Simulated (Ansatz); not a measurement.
# BrH₄NSi, SMILES N[SiH2]Br: the interaction energy of a dimer with the counterpoise correction

Program: Ansatz's Python interface.

The cells in order, each with its output:

**Cell 1**
```python
import ansatz as az
```

**Cell 2**
```python
FIRST = [
    ("N", (-0.9721, -0.4822, -0.231)),
    ("Si", (0.4949, -0.0565, 0.4076)),
    ("Br", (1.2045, 1.6537, -0.7867)),
    ("H", (-0.8311, -0.624, -1.2371)),
    ("H", (-1.6075, 0.3828, -0.2119)),
    ("H", (0.3052, 0.3508, 1.8189)),
    ("H", (1.4058, -1.2248, 0.24)),
]
SECOND = [
    ("N", (3.5114, 0.1713, 6.2663)),
    ("Si", (1.8632, 0.2134, 6.1154)),
    ("Br", (1.4479, 1.4212, 4.3201)),
    ("H", (3.8382, 1.1436, 6.2549)),
    ("H", (3.9201, -0.2148, 5.3519)),
    ("H", (1.362, -1.1677, 5.928)),
    ("H", (1.3248, 0.8846, 7.3329)),
]
```

**Cell 3**
```python
def energy(atoms, ghosts=()):
    molecule = az.Crystal.molecule()
    for symbol, xyz in atoms:
        molecule = molecule.atom(symbol, xyz)
    calc = (
        molecule.calculation()
        .basis(gaussian="def2-SVP")
        .functional("hf")
    )
    deck = calc.input()
    if ghosts:
        deck = deck.set(az.key.basis.gaussian.ghost_atoms, [{"symbol": s, "position_ang": list(xyz)} for s, xyz in ghosts])
    return az.Session.from_dict(deck).plan().execute().report["free_energy_ev"]
```

**Cell 4**
```python
# ghost atoms carry the functions of the partner
both = energy(FIRST + SECOND)
alone = energy(FIRST) + energy(SECOND)
ghosted = energy(FIRST, SECOND) + energy(SECOND, FIRST)
print(f"dimer {both:.6f} eV")
print(f"interaction, uncorrected   {(both - alone):8.3f} eV")
print(f"interaction, counterpoise  {(both - ghosted):8.3f} eV")
print(f"basis-set superposition    {(alone - ghosted):8.3f} eV")
```
Output:
```text
dimer -158791.347240 eV
interaction, uncorrected      0.051 eV
interaction, counterpoise     0.062 eV
basis-set superposition       0.010 eV
```

Uncorrected it is 0.051 eV, with the counterpoise correction 0.062 eV; the difference, 0.01 eV, is the superposition error. In this basis both values are repulsive.

Reading the output:
- Total energies depend on the basis set; only differences at equal settings carry meaning.
- The dimer is a generated trial pose of unrelaxed monomers, not a minimum, so the figure is no binding energy, and the basis set is small.
- Hartree-Fock leaves correlation out, so bond, atomisation and ionisation energies come out well too low.
- This level lacks the dispersion part of the attraction (electrostatics and induction are there), which can decide the sign where the interaction is weak.
- Run time: 26 s on 1 thread of Arm Neoverse V1, with other jobs on the host, peak memory 0.51 GiB.
